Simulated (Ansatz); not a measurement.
**HSeO2−: one structure at several levels**

The atoms stand at a frame of a short trajectory. How far do the functionals agree with CCSD(T) there?

The runs use Ansatz 0.2.0, Gaussian basis; single points in def2-TZVPPD.

Correlated methods freeze the cores. Filled d shells of the heavier atoms are correlated.

## Step 1: The system as given

4 atoms, charge -1, spin multiplicity 1.

Atoms are counted from 1 here; the program's logs count them from 0.

Bond lengths: O1–Se2 1.670 Å, Se2–O3 1.893 Å, O3–H4 0.987 Å. Angles: O1–Se2–O3 99.6°, Se2–O3–H4 107.7°.

As a file:

```xyz
4
charge -1, multiplicity 1
O     0.8774    0.1410    1.2792
Se   -0.7192    0.2909    0.8134
O    -0.5550   -0.1451   -1.0209
H     0.4079   -0.2068   -1.2306
```

## Step 2: PBE-D4/def2-TZVPPD

Input file run/in.yaml:

```yaml
crystal:
  periodic: [false, false, false]
  atoms:
    - {symbol: O, position_ang: [0.877412, 0.141045, 1.279217]}
    - {symbol: Se, position_ang: [-0.719181, 0.290894, 0.813411]}
    - {symbol: O, position_ang: [-0.555024, -0.145128, -1.020908]}
    - {symbol: H, position_ang: [0.407888, -0.206811, -1.230575]}
basis:
  gaussian: {orbitals: "def2-TZVPPD.json"}
total_charge: -1
hamiltonian: {xc: pbe, dispersion: d4}
output: {forces: true}
```

The basis file named in the input lies beside it (Basis Set Exchange, JSON).

Run with:

```bash
ansatz run in.yaml --threads 2 --pin off --events-out ev --progress --plain --max-ram 3481MiB
```

## Step 3: r2SCAN-D4/def2-TZVPPD

run/in.yaml, as its differences from that of step 2:

```diff
@@ -10,3 +10,3 @@
 total_charge: -1
-hamiltonian: {xc: pbe, dispersion: d4}
+hamiltonian: {xc: r2scan, dispersion: d4}
 output: {forces: true}
```

## Step 4: PBE0-D4/def2-TZVPPD

run/in.yaml, as its differences from that of step 3:

```diff
@@ -10,3 +10,3 @@
 total_charge: -1
-hamiltonian: {xc: r2scan, dispersion: d4}
-output: {forces: true}
+hamiltonian: {xc: pbe0, dispersion: d4}
+output: {forces: true, orbitals: {seedname: orbitals}}
```

## Step 5: wB97M-V/def2-TZVPPD

run/in.yaml, as its differences from that of step 4:

```diff
@@ -10,3 +10,3 @@
 total_charge: -1
-hamiltonian: {xc: pbe0, dispersion: d4}
-output: {forces: true, orbitals: {seedname: orbitals}}
+hamiltonian: {xc: {name: wB97M-V}}
+output: {forces: true}
```

## Step 6: CCSD(T)/def2-TZVPPD

run/in.yaml, as its differences from that of step 5:

```diff
@@ -10,3 +10,3 @@
 total_charge: -1
-hamiltonian: {xc: {name: wB97M-V}}
+correlation: {method: ccsd_t}
 output: {forces: true}
```

(Steps that only read results are left out.)

Before running it: what results should come out? Wanted: RMS force component; RMS force error; HOMO and LUMO, PBE0-D4; T1 diagnostic.

The runs gave:

| quantity | value |
| --- | --- |
| RMS force component | 0.563 to 0.727 eV/Å over the methods |
| RMS force error | PBE-D4 0.303, r2SCAN-D4 0.111, PBE0-D4 0.210, wB97M-V 0.177 eV/Å |
| HOMO and LUMO, PBE0-D4 | 0.69 and 3.65 eV |
| T1 diagnostic | 0.018 |

On forces the order runs from r2SCAN-D4 to PBE-D4. Frozen-core CCSD(T) forces in triple zeta carry basis errors of their own, and this is one geometry, so small gaps rank nothing.
